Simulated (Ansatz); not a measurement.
What does this script print? It uses the Python package of Ansatz (0.2.0).

`lattice_zr3ag.py`:
```python
# -*- coding: utf-8 -*-
"""Relaxed cell of Zr3Ag under several functionals."""

import logging
import sys
import warnings

import ansatz as az
from ase import Atoms
import numpy as np

logging.basicConfig(stream=sys.stdout, format="%(levelname)s:%(name)s:%(message)s")
log = logging.getLogger("ansatz_job")
log.setLevel(logging.INFO)

def edges_and_angles(cell):
    cell = np.asarray(cell)
    a, b, c = np.linalg.norm(cell, axis=1)
    cosines = cell[1] @ cell[2] / (b * c), cell[0] @ cell[2] / (a * c), cell[0] @ cell[1] / (a * b)
    return (a, b, c, *np.degrees(np.arccos(cosines)))

warnings.simplefilter("ignore", az.DeckWarning)

atoms = Atoms(
    ["Zr", "Zr", "Zr", "Ag"],
    scaled_positions=[
        (0.5, 0.5, 0.0),
        (0.0, 0.5, 0.5),
        (0.5, 0.0, 0.5),
        (0.0, 0.0, 0.0),
    ],
    cell=[
        (4.416495, 0.0, 0.0),
        (0.0, 4.416495, 0.0),
        (0.0, 0.0, 4.416495),
    ],
    pbc=True,
)
cell = az.Crystal.from_ase(atoms)

setup = (
    cell.calculation()
    .kpoints(5)
    .occupations("Gaussian")
    .scf(tolerance=1e-09)
    .relax(cell=True, force_tolerance=0.02, max_steps=40)
)

levels = [("lda", "none"), ("pbesol", "d3bj"), ("blyp", "d3bj")]
log.info("level            a       b       c    alpha   beta  gamma  V/atom  steps")
for name, dispersion in levels:
    seen = []
    run = setup.functional(name, dispersion=dispersion).session().plan()
    res = run.execute(on_event=lambda e: seen.append(e) if e["event"] == "relax_step" else None)
    cell = res.lattice.cell_ang
    label = name if dispersion == "none" else f"{name}+{dispersion}"
    print("{:13s} {:7.4f} {:7.4f} {:7.4f} {:6.2f} {:6.2f} {:6.2f}".format(label, *edges_and_angles(cell)), f"{abs(np.linalg.det(cell)) / len(res.lattice.sites):7.3f} {len(seen):5d}")
```

```console
$ python lattice_zr3ag.py
INFO:ansatz_job:level            a       b       c    alpha   beta  gamma  V/atom  steps
lda            4.2962  4.2962  4.2962  90.00  90.00  90.00  19.824     5
pbesol+d3bj    4.2754  4.2754  4.2754  90.00  90.00  90.00  19.537     6
blyp+d3bj      4.3126  4.3126  4.3126  90.00  90.00  90.00  20.052     6
```

From smallest to largest: PBEsol+D3BJ (19.54 Å³ an atom, -9.3 % against the start), LDA (19.82 Å³ an atom, -8.0 % against the start) and BLYP+D3BJ (20.05 Å³ an atom, -6.9 % against the start). The spread is 2.6 % in volume.

Notes:
- Forces vanish by symmetry, so the ions can't move, and the end may be a saddle.
- BLYP and dispersion corrections can be off by several per cent in the lattices of metals, and by several GPa in the pressure at a fixed cell.
- For a metal this k-point mesh is coarse: on a finer one energies can move by several to tens of meV an atom and pressures by half a GPa or more, differences at one mesh by less.
- The program warned that this SCF threshold is loose for forces or stresses.
- This cell is a computed structure, which may not be the phase found in nature.
- The script silences the warnings on its input, which a real study should read.
- Hardware and time: 9.9 s on 1 thread of AMD EPYC 9R45 96-Core Processor (Zen 5), on a shared host, peak memory 0.49 GiB.
